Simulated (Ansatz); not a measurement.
**Be2Ge: a single-point run**

Wanted: a converged single-point run for Be2Ge, and a check of what comes out. The structure is shown as the input types it. The cell is built on a prototype (antifluorite) and needn't be the phase found in nature.

Program: Ansatz 0.2.0. Level of theory: density functional or hybrid calculation with the settings of its input, plane waves (as first typed). These are calculated values, not measurements.

1 further run of the same task is left out (it didn't finish).

## Step 1: The starting structure

It takes space group Fm-3m (No. 225, cubic). Conventional cell: a = 5.357 Å, b = 5.357 Å, c = 5.357 Å, α = 90.00°, β = 90.00°, γ = 90.00°. Around Ge (site symmetry m-3m) lie 8 Be at 2.32 Å. Around Be (site symmetry -43m) lie 4 Ge at 2.32 Å.

As a file:

```xyz
3
Lattice="0.0000 2.6783 2.6783 2.6783 0.0000 2.6783 2.6783 2.6783 0.0000" Properties=species:S:1:pos:R:3 pbc="T T T"
Ge    0.0000    0.0000    0.0000
Be    1.3392    1.3392    1.3392
Be    4.0175    4.0175    4.0175
```

## Step 2: Running it

Contents of input.yaml:

```yaml
crystal:
  lattice:
    - [0.0, 2.6783040144, 2.6783040144]
    - [2.6783040144, 0.0, 2.6783040144]
    - [2.6783040144, 2.6783040144, 0.0]
  atoms:
    - { symbol: Ge, position: [0.0, 0.0, 0.0] }
    - { symbol: Be, position: [0.25, 0.25, 0.25] }
    - { symbol: Be, position: [0.75, 0.75, 0.75] }
kpoints:
  mp_grid: { grid: [6, 6, 6] }
hamiltonian:
  xc: pbe
scf:
  occupations: { method: fermi_dirac, width: 0.02 }
  n_extra_bands: 4
  max_iter: 76
output:
  forces: true
  stress: true
  eigenvalues: true
basis:
  ecutrho_ratio: 1
```

The run is started by

```console
ansatz run input.yaml --threads 4 --pin off --max-ram 3686MiB --backend cpu --events-out ev --progress --plain --runs-dir out
```

Q: Will this input give a usable result? If not, why, and what should change?

The program finished normally, with warnings (cutoff below recommended). It gives a pressure of 34 GPa, which is large; a structure far from rest gives such values too, whatever the setting.

In the input, basis.ecutrho_ratio is 1. The grid or cutoff for the density and potential is too coarse for the wavefunction basis: a density holds Fourier components up to twice the waves' wavevector.

The test: delete basis.ecutrho_ratio (the default then holds).
